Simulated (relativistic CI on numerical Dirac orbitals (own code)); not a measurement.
# Ni: the cost of one run

The numbers are computed with relativistic CI on numerical Dirac orbitals (own code) version 3 (charge-transfer multiplet model of a cubic metal-ligand cluster with up to 3 ligand holes, Slater and spin-orbit integrals from Dirac-Coulomb-Breit ions, Slater integrals scaled by 0.8), except any that are marked as measured or tabulated.

### 1 The atom as given

| Quantity | Value |
| --- | --- |
| ion | Ni²⁺ (Ni III) |
| nuclear charge | 28 |
| electrons | 26 |
| d electrons | 8 |
| ligand holes at most | 2 |
| parameters | in eV; Veg, Vt2g hoppings, tenDq and tenDqL metal and ligand splittings (negative tenDq: tetrahedral), red the scaling of hopping with a core hole |
| temperature | 300 K |
| widths | Lorentz 1.4 eV, Gauss 0.8 eV |

### 2 Veg = 1 eV

The run's settings:

```ini
cluster ion=Ni2+ d8 ligand_holes=3 slater_scale=0.8
Delta=3.5 Udd=7.5 Upd=9 tenDq=-0.2 tenDqL=0 Veg=1 Vt2g=-1.7 red=1
spectrum xps 3s T=300 lorentz=1.4 gauss=0.8
```

The run is started by

```
> python run_levels.py task.json out
```

task.json lists these runs, among others, and the program works through them in turn.

**Question.** How long does this run take on 1 thread of AMD EPYC 9R14, shared host, and how much memory does it need?

About 1.4 s, with a peak of 0.18 GiB.
